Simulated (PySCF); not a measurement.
# Dy(NH2)3: other functionals and bases at one geometry

One table from this session's results is given with a row withheld; the runs are named, their logs left out.

Computed with PySCF 2.14.0. Level: several levels, as the steps say, no spin–orbit coupling.

1 further run of the same task is left out (for a known fault of the program).

## The system as given

10 atoms, charge 0, spin multiplicity 1.

Bond lengths: Dy1–N2 2.175 Å, Dy1–N5 2.174 Å, Dy1–N8 2.175 Å, N2–H3 1.021 Å, N2–H4 1.021 Å, N5–H6 1.021 Å, N5–H7 1.021 Å, N8–H9 1.021 Å, N8–H10 1.021 Å. Angles: N2–Dy1–N5 119.8°, N2–Dy1–N8 119.9°, N5–Dy1–N8 120.2°, Dy1–N2–H3 127.5°, Dy1–N2–H4 127.4°, H3–N2–H4 105.1°, Dy1–N5–H6 128.0°, Dy1–N5–H7 126.8°, H6–N5–H7 105.2°, Dy1–N8–H9 127.1°, Dy1–N8–H10 127.7°, H9–N8–H10 105.1°.

Geometry (Å):

```csv
atom,x (Å),y (Å),z (Å)
Dy1,-0.0047,-0.0068,-0.0517
N2,2.1690,-0.0015,0.0080
H3,2.7895,-0.8038,0.1223
H4,2.7888,0.8068,-0.0618
N5,-1.0844,1.8714,-0.2344
H6,-2.0944,2.0201,-0.2220
H7,-0.6780,2.8039,-0.3217
N8,-1.0907,-1.8746,0.1997
H9,-0.6932,-2.8059,0.3281
H10,-2.1019,-2.0096,0.2335
```

Formal oxidation states: Dy +3. Each metal's 9 4f electrons lie in its core potential, so multiplicities, spins and levels count the valence alone. An earlier session relaxed this geometry at PBE0, Dy lcecp-1-SVP with ECP55, N def2-SVP, H def2-SVP (singlet, point group C3v).

At PBE0 on the finer grid: E = -204.708140 Eh, HOMO -6.04 eV, LUMO -1.07 eV, Mulliken charge on Dy1 +0.91 e, largest force component 0.017 eV/Å. 

Levels to run: B3LYP; r2SCAN; PBE0, TZVP. Hardware: 2 threads of Intel Xeon Platinum 8375C at 2.90GHz (Ice Lake), shared host.

The first run:

The input, run.py (the lines that set the calculation):

```python
mol = gto.M(atom='''
Dy    -0.00470    -0.00684    -0.05173
N      2.16905    -0.00146     0.00798
H      2.78952    -0.80381     0.12229
H      2.78876     0.80678    -0.06176
N     -1.08445     1.87143    -0.23439
H     -2.09441     2.02011    -0.22196
H     -0.67796     2.80389    -0.32171
N     -1.09071    -1.87456     0.19967
H     -0.69322    -2.80593     0.32811
H     -2.10188    -2.00961     0.23350''',
    basis={'Dy': 'lcecp-1-SVP', 'N': 'def2-SVP', 'H': 'def2-SVP'},
    ecp={'Dy': 'lcecp-1-SVP'},
    charge=0, spin=0)
mf = dft.RKS(mol, xc='B3LYP')
mf.grids.atom_grid = (75, 302)  # f atoms: unpruned, at least (60, 302)
mf = mf.density_fit()  # fitting sets: Dy AutoAux, N def2-universal-JKFIT, H def2-universal-JKFIT
mf.conv_tol = 1e-08; mf.max_cycle = 55
mf.kernel(dm0)  # dm0: the density of the relaxed state
```

Command:

```bash
> OMP_NUM_THREADS=2 python run.py
```

Steps of the session up to this table: B3LYP; r2SCAN; PBE0, TZVP.

One table of the session follows, with a row left open; its other results are not shown here.

```
              level  HOMO (eV)  gap (eV)  charge on Dy1 (e)  largest force component (eV/Å)
PBE0 (relaxed here)      -6.04      4.97               0.91                            0.02
              B3LYP      -5.80      4.41               0.83                            0.10
             r2SCAN      -4.96      3.57               0.87                            0.10
         PBE0, TZVP          ?         ?                  ?                               ?
```

Estimate the missing values for PBE0, TZVP.

As computed: HOMO (eV): -6.22; gap (eV): 5.07; charge on Dy1 (e): 1.55; largest force component (eV/Å): 0.46. In the column «HOMO (eV)» it is the lowest.

In one basis the HOMO–LUMO gap runs from 3.57 eV (r2SCAN) to 4.97 eV (PBE0). The largest leftover force, 0.46 eV/Å with PBE0, TZVP, stands at a geometry relaxed at another level. With 4f in the core, its levels are missing from HOMO and gap, and its count is fixed, so no charge can pass from the ligands into it. Total energies of different levels can't be compared.
